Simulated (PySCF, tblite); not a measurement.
**C5H9NOSi: geometry, infrared bands and NMR shifts**

Aim: predict the infrared bands and NMR shifts of C5H9NOSi (`C#C[SiH2]CNC(C)=O`).

Programs: tblite 0.8.0 and PySCF 2.14.0, with density-fitted response routines of our own. Each step states its level of theory. These are calculated values for one molecule in the gas phase, unless marked as measured. Atoms count from 0, in the outputs and in this text.

## (1) The starting structure

17 atoms, charge 0, multiplicity 1; geometry from: force field or distance geometry start.

Bonds of the start (Å): C0–C1 1.19, C1–Si2 1.84, Si2–C3 1.86, C3–N4 1.46, N4–C5 1.42, C5–C6 1.49, C5–O7 1.28, C0–H8 1.07, Si2–H9 1.45, Si2–H10 1.49, C3–H11 1.10, C3–H12 1.11, N4–H13 1.05, C6–H14 1.13, C6–H15 1.09, C6–H16 1.10.

## (2) Relaxing the molecule with GFN2-xTB

The job: settings as JSON, then the geometry in Å.

```
{"job": {"kind": "relax", "xc": "GFN2-xTB", "basis": "xTB"}, "charge": 0, "multiplicity": 1}
C     -2.417400     2.254700    -0.769500
C     -2.189600     1.185200    -0.289800
Si    -1.837700    -0.460700     0.454100
C     -0.598800    -1.406300    -0.562300
N      0.738000    -1.131500    -0.033500
C      1.292300     0.170400    -0.013300
C      2.661100     0.428000     0.514000
O      0.634000     1.175200    -0.440900
H     -2.619800     3.207400    -1.211300
H     -1.435500    -0.259800     1.831500
H     -3.084600    -1.284100     0.408000
H     -0.838000    -2.482200    -0.607000
H     -0.667300    -1.014400    -1.596000
H      1.347200    -1.907700     0.329000
H      2.566600     0.920600     1.529800
H      3.201800     1.119300    -0.131200
H      3.240600    -0.502000     0.578600
```

Command:

```bash
$ OMP_NUM_THREADS=1 python probes_run.py task.json out
```

One launch serves the whole session: the jobs run in the order shown.

**Question.** This job is followed by: GFN2-xTB harmonic vibrations, gas phase; GIAO PBE0/pcSseg-1 NMR shielding, non-relativistic, gas phase. What will the session give for the following? strongest single infrared mode (GFN2-xTB); zero-point energy (GFN2-xTB); ¹³C shifts against TMS (PBE0/pcSseg-1); ¹H shifts against TMS (PBE0/pcSseg-1, means over atoms taken as alike); ²⁹Si shifts against TMS (PBE0/pcSseg-1); ¹⁵N shifts against NH3 (PBE0/pcSseg-1); ¹⁷O shifts against H2O (PBE0/pcSseg-1); surface potential, 1st and 99th percentile.

The runs gave:

```
                                                              quantity                              value
                             strongest single infrared mode (GFN2-xTB)              2043 cm⁻¹, 490 km/mol
                                          zero-point energy (GFN2-xTB)                      78.6 kcal/mol
                                ¹³C shifts against TMS (PBE0/pcSseg-1)  174.1, 99.8, 91.6, 30.1, 23.2 ppm
¹H shifts against TMS (PBE0/pcSseg-1, means over atoms taken as alike)   4.92, 4.83, 2.57, 1.91, 1.77 ppm
                               ²⁹Si shifts against TMS (PBE0/pcSseg-1)                          -86.2 ppm
                                ¹⁵N shifts against NH3 (PBE0/pcSseg-1)                          126.6 ppm
                                ¹⁷O shifts against H2O (PBE0/pcSseg-1)                          396.6 ppm
                                 surface potential, 1st and 99th percentile                 -1.83 V and 2.17 V
```

**Reading.** Relaxing lowered the energy by 0.773 eV in 134 steps; the close pair that moved most is N4–C5, from 1.415 to 1.333 Å. No mode is imaginary among the 45: a minimum at this level. The strongest single mode, at 2043 cm⁻¹, moves mainly H10. GFN2-xTB is a fitted tight-binding method: band positions and strengths are rough. Its intensities can rank the bands wrongly. The most deshielded carbon is C5 (amide carbonyl carbon), at 174.1 ppm: it is a carbonyl in resonance with an O or N lone pair, the region of acids, esters and amides. At PBE0/pcSseg-1: Shielding is most anisotropic at O7 (span 640 ppm, paramagnetic term -467 ppm).
